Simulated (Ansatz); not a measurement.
# Ti3O2: the cost of one run

Computed with Ansatz 0.2.0 (DFT r2SCAN, scalar-relativistic, plane waves, PAW, unless a step's input says otherwise).

**1. The system as given**

Symmetry: R-3c, No. 167, trigonal system. The conventional cell has a = 5.102 Å, b = 5.102 Å, c = 14.861 Å, α = 90.00°, β = 90.00°, γ = 120.00°. Ti (site symmetry 2) has 4 O at 2.07 to 2.13 Å as nearest neighbours. O (site symmetry 3) is surrounded by 6 Ti at 2.07 to 2.13 Å.

Coordinates:

```
Ti O
1.0
     2.55107    1.47286    4.95380
    -2.55107    1.47286    4.95380
     0.00000   -2.94572    4.95380
Ti O
6 4
Cartesian
  0.8633 1.4729 8.6691
  0.8439 -1.4841 8.6691
  -1.7072 0.0112 8.6691
  1.7072 -0.0112 6.1922
  -0.8439 1.4841 6.1922
  -0.8633 -1.4729 6.1922
  0.0000 0.0000 12.4458
  0.0000 0.0000 9.8462
  0.0000 0.0000 5.0151
  0.0000 0.0000 2.4156
```

(A quick probe on a coarse mesh, which set the mesh and smearing, is not shown.)

**3. Relaxing cell and atoms**

input.yaml reads:

```yaml
crystal:
  lattice:
    - [2.5510662879, 1.4728588081, 4.9537952125]
    - [-2.5510662879, 1.4728588081, 4.9537952125]
    - [0.0, -2.9457176161, 4.9537952125]
  atoms:
    - { symbol: Ti, position: [0.91919994, 0.58080006, 0.25] }
    - { symbol: Ti, position: [0.58080006, 0.25, 0.91919994] }
    - { symbol: Ti, position: [0.25, 0.91919994, 0.58080006] }
    - { symbol: Ti, position: [0.75, 0.08080006, 0.41919994] }
    - { symbol: Ti, position: [0.41919994, 0.75, 0.08080006] }
    - { symbol: Ti, position: [0.08080006, 0.41919994, 0.75] }
    - { symbol: O, position: [0.83746095, 0.83746095, 0.83746095] }
    - { symbol: O, position: [0.66253905, 0.66253905, 0.66253905] }
    - { symbol: O, position: [0.33746095, 0.33746095, 0.33746095] }
    - { symbol: O, position: [0.16253905, 0.16253905, 0.16253905] }
basis:
  ecutwfc: 500
kpoints:
  mp_grid: { grid: [12, 12, 12] }
hamiltonian:
  xc: r2scan
scf:
  occupations: { method: gaussian, width: 0.1 }
output:
  forces: true
  stress: true
  eigenvalues: true
relax:
  adjacent_minimum: "off"
  f_tol: 0.01
  max_steps: 80
  cell: { stress_tol: 0.05 }
```

Launch:

```sh
$ ansatz run input.yaml --threads 4 --pin off --max-ram 8192MiB --backend cpu --events-out ev --progress --plain --runs-dir out
```

Q: Estimate wall time and peak memory on 4 threads of Arm Neoverse V1, shared host.

About 2.6 min, with a peak of 1.6 GiB.
